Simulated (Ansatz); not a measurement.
**C2H6AlN: up Jacob's ladder to CCSD(T)**

One table from this session's results is given with a row withheld; the runs are named, their logs left out.

Program: Ansatz 0.2.0, Gaussian basis. Level of theory: functionals in def2-TZVPP, the program's frozen cores in correlated methods. These are calculated values, not measurements.

Plan: LDA (SPW92), PBE-D4, revPBE-D4, BLYP-D4, r2SCAN-D4, B97M-V, PBE0-D4, B3LYP-D4, r2SCANh-D4, r2SCAN0-D4, HSE06-D4, BHLYP-D4, CAM-B3LYP-D4, LC-ωPBE, ωB97X-V, ωB97M-V, B2PLYP, PBE-QIDH; CCSD(T)/def2-SVP; CCSD(T)/def2-TZVPP; MP2/def2-QZVPP; extrapolation to the limit; RPA on PBE.

## The geometry

The geometry comes from an earlier relaxation with PBE0-D4 in a triple-zeta def2 set; it is a stationary point, not always the lowest conformer.

SMILES `C[C](=N)[AlH2]`, 10 atoms, charge 0, spin multiplicity 1.

Atoms are counted from 1 here; the program's logs count them from 0.

Bond lengths: C1–C2 1.498 Å, C1–H5 1.095 Å, C1–H6 1.092 Å, C1–H7 1.095 Å, C2–N3 1.279 Å, C2–Al4 1.986 Å, N3–H8 1.023 Å, Al4–H9 1.588 Å, Al4–H10 1.588 Å. Angles: C2–C1–H5 110.6°, C2–C1–H6 110.7°, C2–C1–H7 110.6°, H5–C1–H6 109.4°, H5–C1–H7 106.2°, H6–C1–H7 109.4°, C1–C2–N3 117.7°, C1–C2–Al4 124.3°, N3–C2–Al4 118.0°, C2–N3–H8 111.5°, C2–Al4–H9 113.1°, C2–Al4–H10 124.5°, H9–Al4–H10 122.4°.

The first run:

Contents of in.yaml:

```yaml
crystal:
  periodic: [false, false, false]
  atoms:
    - {symbol: C, position_ang: [-0.078603, 0.216597, -1.473126]}
    - {symbol: C, position_ang: [-0.389772, -0.057976, -0.033243]}
    - {symbol: N, position_ang: [-1.608695, -0.286560, 0.279154]}
    - {symbol: Al, position_ang: [0.965173, -0.090358, 1.417841]}
    - {symbol: H, position_ang: [0.392473, 1.198723, -1.584670]}
    - {symbol: H, position_ang: [-0.987381, 0.180192, -2.077882]}
    - {symbol: H, position_ang: [0.642105, -0.512941, -1.856937]}
    - {symbol: H, position_ang: [-1.713175, -0.461138, 1.281821]}
    - {symbol: H, position_ang: [0.343260, -0.406963, 2.844709]}
    - {symbol: H, position_ang: [2.517716, 0.169224, 1.205136]}
basis:
  gaussian: {orbitals: def2-TZVPP}
hamiltonian: {xc: lda}
output: {orbitals: {seedname: orbitals}}
```

Started as:

```bash
> ansatz run in.yaml --threads 2 --pin off --events-out ev --progress --plain --max-ram 4352MiB
```

Steps of the session up to this table: LDA; PBE-D4 (GGA); revPBE-D4 (GGA); BLYP-D4 (GGA); r2SCAN-D4 (meta-GGA); B97M-V (meta-GGA); PBE0-D4 (hybrid); B3LYP-D4 (hybrid); r2SCANh-D4 (hybrid); r2SCAN0-D4 (hybrid); HSE06-D4 (hybrid); BHLYP-D4 (hybrid); CAM-B3LYP-D4 (range-separated); LC-ωPBE (range-separated); ωB97X-V (range-separated); ωB97M-V (range-separated); B2PLYP (double hybrid); PBE-QIDH (double hybrid).

One of the session's tables, all rows but one given; the rest of the session is left out.

```
  functional  HOMO (eV)  LUMO (eV)  gap (eV)
 LDA (SPW92)      -5.50      -3.12      2.38
      PBE-D4      -5.40      -2.88      2.52
   revPBE-D4      -5.34      -2.77      2.57
     BLYP-D4      -5.30      -2.76      2.54
   r2SCAN-D4          ?          ?         ?
      B97M-V      -5.81      -2.79      3.02
     PBE0-D4      -6.71      -2.05      4.66
    B3LYP-D4      -6.52      -2.27      4.25
  r2SCANh-D4      -6.12      -2.35      3.77
  r2SCAN0-D4      -6.87      -1.92      4.95
    HSE06-D4      -6.31      -2.43      3.89
    BHLYP-D4      -8.00      -1.24      6.76
CAM-B3LYP-D4      -8.11      -1.10      7.01
     LC-ωPBE      -9.41       0.01      9.42
     ωB97X-V      -9.09      -0.10      8.99
     ωB97M-V      -8.99      -0.35      8.64
```

Q: Estimate the row for r2SCAN-D4 from the others.

Worked estimate for «HOMO (eV)». Against the share of exact exchange, r2SCANh-D4 (0.1, -6.12), r2SCAN0-D4 (0.25, -6.87) give a slope of -5.00 per unit share; at 0 the line stands at -5.62.

**Answer.** HOMO (eV): -5.62; LUMO (eV): -2.65; gap (eV): 2.97. In «HOMO (eV)» the line misses by 0.00.
